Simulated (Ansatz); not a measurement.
Run this with Ansatz 0.2.0 through its Python package and show what comes out.

Script `compress_nabeh3.py`:
```python
"""Cell of NaBeH3 under pressure."""

import ansatz as az
import numpy as np
import pandas as pd
from pymatgen.core import Lattice, Structure
from pymatgen.io.ase import AseAtomsAdaptor

def edges_and_angles(cell):
    cell = np.asarray(cell)
    a, b, c = np.linalg.norm(cell, axis=1)
    cosines = cell[1] @ cell[2] / (b * c), cell[0] @ cell[2] / (a * c), cell[0] @ cell[1] / (a * b)
    return (a, b, c, *np.degrees(np.arccos(cosines)))

pmg_structure = Structure(
    Lattice([(3.342892, 0.0, 0.0), (0.0, 3.342892, 0.0), (0.0, 0.0, 3.342892)]),
    ["Na", "Be", "H", "H", "H"],
    [
        (0.5, 0.5, 0.5),
        (0.0, 0.0, 0.0),
        (0.5, 0.0, 0.0),
        (0.0, 0.5, 0.0),
        (0.0, 0.0, 0.5),
    ],
)
crystal = az.Crystal.from_ase(AseAtomsAdaptor.get_atoms(pmg_structure))

model = crystal.calculation()
model = model.functional(az.Functional.LDA)
model = model.basis(380, density_ratio=4).kpoints(4, 4, 4, shift=0.5)
model = model.occupations("fixed")
model = model.mixing("anderson", preconditioner="local_kerker").scf(extra_bands=6)

# H = F + PV, with 1 GPa A^3 = 1/160.21766 eV
rows = []
for pressure in [0, 5, 10, 20]:
    out = model.relax(cell=True, pressure=pressure, density_extrapolation="second_order").run()
    cell = out.lattice.cell_ang
    n_atoms = len(out.lattice.sites)
    volume = abs(np.linalg.det(cell)) / n_atoms
    enthalpy = out.report["free_energy_ev"] / n_atoms + pressure * volume / 160.21766
    rows.append((pressure, volume, enthalpy, *edges_and_angles(cell)))
    print(f"{pressure} GPa done: {volume:.4f} A^3/atom")

table = pd.DataFrame(rows, columns=["P_GPa", "V_A3_atom", "H_eV_atom", "a", "b", "c", "alpha", "beta", "gamma"])
print(table.round(4).to_string(index=False))
p, v = np.array([row[0] for row in rows], float), np.array([row[1] for row in rows])
print("mean bulk modulus between rows (GPa):", np.round(-np.diff(p) / np.diff(np.log(v)), 1))
```

Output of `python compress_nabeh3.py`:
```text
DeckWarning: basis.ecutwfc = 380 eV is below the records' recommended 420 eV, and the density's cutoff is lower with it unless basis.ecutrho_ratio is high enough to keep the records' density cutoff: compare with a run at a higher cutoff
DeckWarning: basis.ecutrho_ratio = 4 (ecutrho = 1520 eV) is below the records' recommended 1680 eV
0 GPa done: 7.0501 A^3/atom
5 GPa done: 6.5912 A^3/atom
10 GPa done: 6.2370 A^3/atom
20 GPa done: 5.7148 A^3/atom
 P_GPa  V_A3_atom  H_eV_atom      a      b      c  alpha  beta  gamma
     0     7.0501  -320.4518 3.2789 3.2789 3.2789   90.0  90.0   90.0
     5     6.5912  -320.2395 3.2061 3.2061 3.2061   90.0  90.0   90.0
    10     6.2370  -320.0395 3.1476 3.1476 3.1476   90.0  90.0   90.0
    20     5.7148  -319.6675 3.0572 3.0572 3.0572   90.0  90.0   90.0
mean bulk modulus between rows (GPa): [ 74.3  90.5 114.4]
```
(Warnings from the package without file and line.)

The volume falls from 7.05 Å³ an atom at 0 GPa to 5.71 at 20 GPa, by 18.9 %. Between 0 and 5 GPa, -V dP/dV is about 74 GPa, a mean over that step.

Caveats:
- These settings explore the input space; cutoff and mesh may be short of convergence.
- The cutoff lies under the one recommended for these potentials.
- Under the recommended cutoff a pressure can be off by several GPa, even in sign.
- At a fixed pressure a relaxation lowers the enthalpy F + PV, while F alone can rise.
- Energy and stress may still move on a finer k-point mesh.
- The structure comes from a database of computed cells and needn't be a stable or known phase.
- Symmetry holds the cell in this phase, whether or not it is the stable one at each pressure.
- Hardware and time: 8 s on 1 thread of Arm Neoverse V2, with other jobs on the host, peak memory 0.42 GiB.

(Lines on the test bed's own set-up are left out of the output.)
